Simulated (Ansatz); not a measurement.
# Cu: the cost of one run

Method: DFT LDA, scalar-relativistic, plane waves, PAW, in Ansatz 0.2.0.

40 further runs of the same task are left out: 40 set aside as unsound or not needed.

## 1. The structure to begin with

The structure is tetragonal, space group I4/mmm (No. 139). The conventional cell has a = 2.855 Å, b = 2.855 Å, c = 2.682 Å, α = 90.00°, β = 90.00°, γ = 90.00°. Cu (site symmetry 4/mmm) is surrounded by 10 Cu at 2.42 to 2.68 Å.

Coordinates:

```xyz
1
Lattice="-1.4274 1.4274 1.3411 1.4274 -1.4274 1.3411 1.4274 1.4274 -1.3411" Properties=species:S:1:pos:R:3 pbc="T T T"
Cu    0.0000    0.0000    0.0000
```

It goes back to an entry of the Materials Project, which need not be the stable form.

It is the result of an earlier relaxation at this level (volume 10.93 Å³/atom; gap on the mesh: none (metal)).

## 2. What is varied

The energy is mapped over volume and the cell's shape.

First coordinate, volume per atom: 9 values from 10.055 to 11.804 Å³. Second coordinate, c/a of the conventional cell: 9 values from 0.833 to 1.060.

Nothing else is relaxed (symmetry fixes all fractional coordinates). Energies count from the relaxed crystal. Points are written as (first, second).

## 3. Grid point (10.055 Å³, 0.833)

The input, input.yaml:

```yaml
crystal:
  lattice:
    - [-1.4451972363, 1.4451972363, 1.2035602584]
    - [1.4451972363, -1.4451972363, 1.2035602584]
    - [1.4451972363, 1.4451972363, -1.2035602584]
  atoms:
    - { symbol: Cu, position: [0.0, 0.0, 0.0] }
basis:
  ecutwfc: 520.0
kpoints:
  mp_grid: { grid: [24, 24, 24] }
hamiltonian:
  xc: lda
  pseudopotentials: { kind: paw, azcp: { folder: soft_1 } }
scf:
  occupations: { method: gaussian, width: 0.15 }
output:
  forces: true
  stress: true
  eigenvalues: true
```

Run with:

```
$ ansatz run input.yaml --threads 1 --pin off --max-ram 2048MiB --backend cpu --events-out ev --progress --plain --runs-dir out
```

Q: Estimate wall time and peak memory on 1 thread of AMD EPYC 9R45 (Zen 5), shared host.

About 4 s, with a peak of 0.54 GiB.
